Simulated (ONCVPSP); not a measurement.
# Co: generating and testing an ONCV potential

Do these settings give a usable potential? It is generated, then checked for transferability, scattering, ghosts and hardness.

Program: ONCVPSP 4.0.1.1 (patched build). Reference atom: PBEsol, scalar-relativistic, spherical and spin-unpolarised. All values are calculated.

## 1. Starting point

Typed settings, in words:

```
element                 : cobalt (Co, Z = 27)
type                    : optimised norm-conserving Vanderbilt (ONCV)
frozen core             : [Ar]
valence charge          : 9
reference configuration : 3d7 4s2
partial waves           : 4s: rc 1.80 bohr, ncon 4, nbas 7, qcut 3.5 1/bohr, 1 projector; p scattering state at 0.11 Ha: rc 1.85 bohr, ncon 3, nbas 7, qcut 4 1/bohr, 2 projectors, debl 3.6 Ha; 3d: rc 0.85 bohr, ncon 4, nbas 8, qcut 10.6 1/bohr, 2 projectors, debl 2.4 Ha
local potential         : polynomial inside 0.75 bohr (lpopt 5, dvloc0 1 Ha)
core correction         : not asked for
```

The outer shells as boxes (Hund's rule for the drawing; the calculation is spin-unpolarised):

```
[Ar] core
3d [↑↓][↑↓][↑ ][↑ ][↑ ]
4s [↑↓]
```

The nodes and maxima of the atom's own shells, from an earlier all-electron run, set the scale for the radii.

All-electron outer shells of the reference configuration (PBEsol, scalar-relativistic, ld1.x):

| shell | level (eV) | outermost node (bohr) | outermost maximum (bohr) |
| --- | --- | --- | --- |
| 3p | -65.51 | 0.28 | 0.68 |
| 3d | -8.23 | – | 0.66 |
| 4s | -5.49 | 0.96 | 2.32 |
| 4p | -1.25 | 1.05 | 3.21 |

## 2. Generating the potential

Co.dat

```
# ATOM AND REFERENCE CONFIGURATION
# atsym  z   nc   nv     iexc    psfile
  Co 27.00    5    2  -116133      upf
#
#   n    l    f
    1    0    2.00
    2    0    2.00
    2    1    6.00
    3    0    2.00
    3    1    6.00
    3    2    7.00
    4    0    2.00
#
# PSEUDOPOTENTIAL AND OPTIMIZATION
# lmax
    2
#
#   l,   rc,      ep,       ncon, nbas, qcut
    0    1.80    0.00    4    7    3.50
    1    1.85    0.11    3    7    4.00
    2    0.85    0.00    4    8   10.60
#
# LOCAL POTENTIAL
# lloc, lpopt,  rc(5),   dvloc0
    4    5    0.75    1.00
#
# VANDERBILT-KLEINMAN-BYLANDER PROJECTORs
# l, nproj, debl
    0    1    3.60
    1    2    3.60
    2    2    2.40
#
# MODEL CORE CHARGE
# icmod, fcfact, rcfact
    0    0.00    0.00
#
# LOG DERIVATIVE ANALYSIS
# epsh1, epsh2, depsh
   -2.00    5.00    0.02
#
# OUTPUT GRID
# rlmax, drl
    6.00    0.01
#
# TEST CONFIGURATIONS
# ncnf
    4
# nvcnf
#   n    l    f
    2
    3    2    7.00
    4    0    1.00
#
    2
    3    2    7.00
    4    0    0.00
#
    2
    3    2    6.00
    4    0    0.00
#
    2
    3    2    7.00
    4    0    1.50
#
```

Started as:

```bash
oncvpsp.x < Co.dat > Co.out
```

What does the calculation give? Wanted: cutoffs for 1 and 0.1 mHa per electron, occupied waves; bound ghosts; GHOST(+) flags; largest test error; largest phase difference near zero energy, channels read.

As calculated:

| quantity | value |
| --- | --- |
| cutoffs for 1 and 0.1 mHa per electron, occupied waves | 316 Ha and 399 Ha |
| bound ghosts | s at -274.00 eV |
| GHOST(+) flags | p at 51 eV |
| largest test error (AE − PS) | -4.8 meV, for 3d7 4s1 (1 test unsolved) |
| largest phase difference near zero energy, channels read | 0.028 rad |

**Reading.** A bound ghost (s) makes it unfit for use: electrons can fall into a state that the atom doesn't have. By total energies transferability is very good where solved: the largest error is 4.8 meV on 9.0 eV, for 3d7 4s1. Atomic tests can pass in spite of a ghost, since they solve only for the levels asked. Of the tests 1 gave no usable energy difference, which is a warning in itself. It counts as very hard, with 316 Ha needed at the looser tolerance. At the looser tolerance the 3d wave is the slowest; 4s needs 5 Ha. Near zero energy the phases of the channels with partial waves agree within 0.028 rad. The pseudo curves have poles with no partner nearby in the atom's: s at 1.66 Ha, p at 1.71 Ha. At positive energy that is a spurious or a displaced resonance. The program also flags highly localised states, GHOST(+) (p).
